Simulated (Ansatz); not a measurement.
# B2H6S2: the cost of one run

Method: RKS BHLYP/STO-3G, in Ansatz 0.2.0.

### Step 1. The system as given

Bond lengths: B1–S2 1.830 Å, S2–B3 1.826 Å, B1–S4 1.861 Å, B3–S4 1.896 Å, B1–H5 1.208 Å, B1–H6 1.262 Å, S2–H7 1.375 Å, B3–H8 1.236 Å, B3–H9 1.223 Å, S4–H10 1.293 Å. Angles (14 of 18 angles, heavy atoms first): B1–S2–B3 80.3°, S2–B1–S4 101.6°, S2–B3–S4 100.4°, B1–S4–B3 77.7°, B1–S2–H7 108.1°, B3–S2–H7 108.7°, S2–B1–H5 112.4°, S2–B1–H6 110.4°, S4–B1–H5 112.4°, S4–B1–H6 111.6°, S2–B3–H8 112.8°, S2–B3–H9 114.3°, S4–B3–H8 105.9°, S4–B3–H9 110.1°.

Structure file:

```xyz
10

B    -0.5062    0.9180   -0.5383
S    -1.0789   -0.8190   -0.4823
B     0.1594   -0.8592    0.8585
S     0.7881    0.9286    0.7988
H    -0.0559    1.2207   -1.6179
H    -1.4580    1.7033   -0.2714
H    -0.5660   -1.4741   -1.5772
H     1.1335   -1.5704    0.5891
H    -0.3031   -1.1057    1.9639
H     1.9700    1.0066    0.2798
```

### Step 2. Relaxing the start

input.yaml

```yaml
crystal:
  periodic: [false, false, false]
  atoms:
    - { symbol: B, position_ang: [-0.5062, 0.918, -0.5383] }
    - { symbol: S, position_ang: [-1.0789, -0.819, -0.4823] }
    - { symbol: B, position_ang: [0.1594, -0.8592, 0.8585] }
    - { symbol: S, position_ang: [0.7881, 0.9286, 0.7988] }
    - { symbol: H, position_ang: [-0.0559, 1.2207, -1.6179] }
    - { symbol: H, position_ang: [-1.458, 1.7033, -0.2714] }
    - { symbol: H, position_ang: [-0.566, -1.4741, -1.5772] }
    - { symbol: H, position_ang: [1.1335, -1.5704, 0.5891] }
    - { symbol: H, position_ang: [-0.3031, -1.1057, 1.9639] }
    - { symbol: H, position_ang: [1.97, 1.0066, 0.2798] }
basis:
  gaussian: { orbitals: STO-3G }
hamiltonian:
  xc: { name: BHLYP }
relax:
  f_tol: 0.02
  max_steps: 40
scf:
  lower_state_search: "off"
```

The run is started by

```sh
ansatz run input.yaml --threads 1 --pin off --max-ram 2048MiB --backend cpu --events-out ev --progress --plain --runs-dir out
```

**Question.** How long does this run take on 1 thread of Arm Neoverse V2, shared host, and how much memory does it need?

About 13 s, with a peak of 0.094 GiB.
